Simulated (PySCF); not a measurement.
**Solver options tried on SrGe (triplet)**

Do solver options change the result for SrGe (triplet), or only the number of cycles?

The runs use PySCF 2.14.0; method and basis as typed in the scripts.

6 further runs of the same task are left out: 3 for a known fault of the program, 3 that didn't finish.

**1. Starting geometry**

SrGe (triplet): 2 atoms, charge 0, spin multiplicity 3.

Bond lengths: Sr1–Ge2 2.870 Å.

**2. The run that the others are compared with**

File input.py:

```python
from pyscf import gto, scf, mp

mol = gto.M(
    atom='Sr 0 0 0; Ge 0 0 2.87',
    basis='lanl2dz',
    ecp={'Sr': 'lanl2dz', 'Ge': 'lanl2dz'},
    charge=0,
    spin=2,
    verbose=4,
)
mf = scf.UHF(mol)
mf.kernel()
mp.MP2(mf).kernel()
mf.dip_moment()
print('orbital energies (hartree):', [e[max(0, n-3):n+3].round(4) for e, n in zip(mf.mo_energy, mol.nelec)])
```

The run is started by

```
OMP_NUM_THREADS=1 python input.py
```

The log of this run is left out.

It gives: E(SCF) = -33.634077 Eh, E(MP2) − E(SCF) = -0.02574 Eh, ⟨S²⟩ = 2.012, μ = 5.87 D (of the SCF density).

The bond length is a typed value, not an optimised one. The triplet is typed in the script; nothing here shows that it is the ground state.

**3. Second-order solver on**

Run 1 changes second-order solver: off → on.

File input.py:

```python
from pyscf import gto, scf, mp

mol = gto.M(
    atom='Sr 0 0 0; Ge 0 0 2.87',
    basis='lanl2dz',
    ecp={'Sr': 'lanl2dz', 'Ge': 'lanl2dz'},
    charge=0,
    spin=2,
    verbose=4,
)
mf = scf.UHF(mol)
mf = mf.newton()
mf.kernel()
mp.MP2(mf).kernel()
mf.dip_moment()
print('orbital energies (hartree):', [e[max(0, n-3):n+3].round(4) for e, n in zip(mf.mo_energy, mol.nelec)])
```

The run is started by

```
OMP_NUM_THREADS=1 python input.py
```

**4. Initial guess sap**

Run 2 changes initial guess: minao → sap.

Changes to input.py since step 2:

```diff
@@ -11,2 +11,3 @@
 mf = scf.UHF(mol)
+mf.init_guess = 'sap'
 mf.kernel()
```

**5. Initial guess chk**

Run 3 changes initial guess: minao → chk.

Changes to input.py since step 2:

```diff
@@ -11,2 +11,3 @@
 mf = scf.UHF(mol)
+mf.init_guess = 'chk'
 mf.kernel()
```

What does the calculation give? Wanted: for each run, E(SCF); from base; gap, α spin; SCF dipole; after the SCF.

As calculated:

```
                   run  E(SCF) (hartree)  from base (eV)   cycles  gap, α spin (eV)  SCF dipole (D)              after the SCF
                  base        -33.634077               0       17              5.40            5.87  MP2 correlation -0.700 eV
second-order solver on        -33.634077          0.0000  6 macro              5.40            5.87  MP2 correlation -0.700 eV
     initial guess sap        -33.675925         -1.1387       19              5.38            4.32  MP2 correlation -0.924 eV
     initial guess chk        -33.634077          0.0000       17              5.40            5.87  MP2 correlation -0.700 eV
```

Distance from each run's final energy (log10 hartree) by cycle:

```
                   run  cycle 1  cycle 2  cycle 3  cycle 5  cycle 8  cycle 12
                  base     -0.1     -0.7     -1.6     -2.1     -3.5      -5.7
second-order solver on     -1.1     -2.2     -4.2    < -11     done      done
     initial guess sap     -0.1     -1.9     -2.2     -1.7     -2.5      -3.0
     initial guess chk     -0.1     -0.7     -1.6     -2.1     -3.5      -5.7
```

With second-order solver on or initial guess chk the SCF ends at the base energy. PySCF falls back to minao for a guess that it doesn't know or can't read, so that run repeats the base. With initial guess sap the SCF ends in another solution, 1.14 eV lower: the path to self-consistency decides the state here.
